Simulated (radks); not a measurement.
# Ionising thallium step by step, Tl⁴²⁺ to Tl⁶²⁺

Wanted: the ionisation ladder of thallium and its errors against NIST. The LB94 potential has no energy functional, so minus the highest eigenvalue is the estimate.

Method: non-relativistic Kohn-Sham, LB94 model potential, spin-polarised, spherical densities, point nucleus; open shells are filled with parallel spins first. Code: radks (a radial shooting solver on a logarithmic mesh, Libxc functionals) version 1.

### 1 The system

- element: thallium (Z = 81)
- charges: 42 to 62
- first configuration: [Kr] 4d3
- last configuration: [Ar] 3d1

Outer shells as boxes (Hund's rule):

Tl⁴²⁺
```
[Kr] core
4d [↑ ][↑ ][↑ ][  ][  ]
```

Tl⁶²⁺
```
[Ar] core
3d [↑ ][  ][  ][  ][  ]
```

LB94 adds a gradient term to the LDA potential that gives it a −1/r tail. It is a model potential with no energy functional, so Etot and Exc are not given.

### 2 Tl⁴²⁺, [Kr] 4d3

The run's settings:

```text
Z 81
configuration [Kr] 4d3
relativity non-relativistic
functional lda,pw
model_potential LB94
spin polarised
nucleus point
```

### 3 Tl⁴³⁺, [Kr] 4d2

Changes since step 2:

```diff
@@ -1,3 +1,3 @@
 Z 81
-configuration [Kr] 4d3
+configuration [Kr] 4d2
 relativity non-relativistic
```

### 4 Tl⁴⁴⁺, [Kr] 4d1

Changes since step 3:

```diff
@@ -1,3 +1,3 @@
 Z 81
-configuration [Kr] 4d2
+configuration [Kr] 4d1
 relativity non-relativistic
```

### 5 Tl⁴⁵⁺, [Kr]

Changes since step 4:

```diff
@@ -1,3 +1,3 @@
 Z 81
-configuration [Kr] 4d1
+configuration [Kr]
 relativity non-relativistic
```

### 6 Tl⁴⁶⁺, [Ar] 3d10 4s2 4p5

Changes since step 5:

```diff
@@ -1,3 +1,3 @@
 Z 81
-configuration [Kr]
+configuration [Ar] 3d10 4s2 4p5
 relativity non-relativistic
```

### 7 Tl⁴⁷⁺, [Ar] 3d10 4s2 4p4

The run's settings:

```text
Z 81
configuration [Ar] 3d10 4s2 4p4
relativity non-relativistic
functional lda,pw
model_potential LB94
spin polarised
nucleus point
```

### 8 Tl⁴⁸⁺, [Ar] 3d10 4s2 4p3

The run's settings:

```text
Z 81
configuration [Ar] 3d10 4s2 4p3
relativity non-relativistic
functional lda,pw
model_potential LB94
spin polarised
nucleus point
```

### 9 Tl⁴⁹⁺, [Ar] 3d10 4s2 4p2

The run's settings:

```text
Z 81
configuration [Ar] 3d10 4s2 4p2 5s0 4d0
relativity non-relativistic
functional lda,pw
model_potential LB94
spin polarised
nucleus point
```

### 10 Tl⁵⁰⁺, [Ar] 3d10 4s2 4p1

The run's settings:

```text
Z 81
configuration [Ar] 3d10 4s2 4p1
relativity non-relativistic
functional lda,pw
model_potential LB94
spin polarised
nucleus point
```

### 11 Tl⁵¹⁺, [Ar] 3d10 4s2

The run's settings:

```text
Z 81
configuration [Ar] 3d10 4s2
relativity non-relativistic
functional lda,pw
model_potential LB94
spin polarised
nucleus point
```

### 12 Tl⁵²⁺, [Ar] 3d10 4s1

The run's settings:

```text
Z 81
configuration [Ar] 3d10 4s1
relativity non-relativistic
functional lda,pw
model_potential LB94
spin polarised
nucleus point
```

### 13 Tl⁵³⁺, [Ar] 3d10

The run's settings:

```text
Z 81
configuration [Ar] 3d10
relativity non-relativistic
functional lda,pw
model_potential LB94
spin polarised
nucleus point
```

### 14 Tl⁵⁴⁺, [Ar] 3d9

The run's settings:

```text
Z 81
configuration [Ar] 3d9 4s0 4p0
relativity non-relativistic
functional lda,pw
model_potential LB94
spin polarised
nucleus point
```

### 15 Tl⁵⁵⁺, [Ar] 3d8

The run's settings:

```text
Z 81
configuration [Ar] 3d8
relativity non-relativistic
functional lda,pw
model_potential LB94
spin polarised
nucleus point
```

### 16 Tl⁵⁶⁺, [Ar] 3d7

Changes since step 15:

```diff
@@ -1,3 +1,3 @@
 Z 81
-configuration [Ar] 3d8
+configuration [Ar] 3d7
 relativity non-relativistic
```

### 17 Tl⁵⁷⁺, [Ar] 3d6

The run's settings:

```text
Z 81
configuration [Ar] 3d6 4s0 4p0
relativity non-relativistic
functional lda,pw
model_potential LB94
spin polarised
nucleus point
```

### 18 Tl⁵⁸⁺, [Ar] 3d5

The run's settings:

```text
Z 81
configuration [Ar] 3d5 4s0 4p0
relativity non-relativistic
functional lda,pw
model_potential LB94
spin polarised
nucleus point
```

### 19 Tl⁵⁹⁺, [Ar] 3d4

The run's settings:

```text
Z 81
configuration [Ar] 3d4
relativity non-relativistic
functional lda,pw
model_potential LB94
spin polarised
nucleus point
```

### 20 Tl⁶⁰⁺, [Ar] 3d3

Changes since step 19:

```diff
@@ -1,3 +1,3 @@
 Z 81
-configuration [Ar] 3d4
+configuration [Ar] 3d3
 relativity non-relativistic
```

### 21 Tl⁶¹⁺, [Ar] 3d2

The run's settings:

```text
Z 81
configuration [Ar] 3d2 4s0 4p0
relativity non-relativistic
functional lda,pw
model_potential LB94
spin polarised
nucleus point
```

### 22 Tl⁶²⁺, [Ar] 3d1

The run's settings:

```text
Z 81
configuration [Ar] 3d1
relativity non-relativistic
functional lda,pw
model_potential LB94
spin polarised
nucleus point
```

**Question.** What will these runs give? Wanted: for each run, species; configuration; −ε(HOMO); NIST; error.

As calculated:

```
species      configuration  −ε(HOMO) (eV)         NIST (eV)  error (%)
  Tl⁴²⁺           [Kr] 4d3         2055.3     2075 (theory)       -1.0
  Tl⁴³⁺           [Kr] 4d2         2117.0     2140 (theory)       -1.1
  Tl⁴⁴⁺           [Kr] 4d1         2179.2     2202 (theory)       -1.0
  Tl⁴⁵⁺               [Kr]         2414.2     2447 (theory)       -1.3
  Tl⁴⁶⁺  [Ar] 3d10 4s2 4p5         2475.3     2508 (theory)       -1.3
  Tl⁴⁷⁺  [Ar] 3d10 4s2 4p4         2536.8     2574 (theory)       -1.4
  Tl⁴⁸⁺  [Ar] 3d10 4s2 4p3         2604.7     2635 (theory)       -1.2
  Tl⁴⁹⁺  [Ar] 3d10 4s2 4p2         2667.1     2854 (theory)       -6.5
  Tl⁵⁰⁺  [Ar] 3d10 4s2 4p1         2730.0     2925 (theory)       -6.7
  Tl⁵¹⁺      [Ar] 3d10 4s2         2888.3     3094 (theory)       -6.6
  Tl⁵²⁺      [Ar] 3d10 4s1         2952.9  3165 (semi-emp.)       -6.7
  Tl⁵³⁺          [Ar] 3d10         5232.5     5234 (theory)       -0.0
  Tl⁵⁴⁺           [Ar] 3d9         5374.0     5371 (theory)       +0.1
  Tl⁵⁵⁺           [Ar] 3d8         5516.7     5518 (theory)       -0.0
  Tl⁵⁶⁺           [Ar] 3d7         5660.4     5674 (theory)       -0.2
  Tl⁵⁷⁺           [Ar] 3d6         5804.9     5824 (theory)       -0.3
  Tl⁵⁸⁺           [Ar] 3d5         5981.9     5969 (theory)       +0.2
  Tl⁵⁹⁺           [Ar] 3d4         6131.2     6241 (theory)       -1.8
  Tl⁶⁰⁺           [Ar] 3d3         6281.5     6392 (theory)       -1.7
  Tl⁶¹⁺           [Ar] 3d2         6432.8     6560 (theory)       -1.9
  Tl⁶²⁺           [Ar] 3d1         6584.9     6714 (theory)       -1.9
```

What this shows: Reference values: NIST Atomic Spectra Database (exp. measured, semi-emp. semi-empirical, theory a theoretical value adopted there). The steepest step, after dividing by the final charge, comes at Tl⁵³⁺ in [Ar] 3d10, where the value goes from 2952.9 to 5232.5 eV. There the highest level belongs to another shell. Relativity is left out here, which matters for elements this heavy. Open shells are spherical and high-spin; term and fine-structure splittings are not resolved.
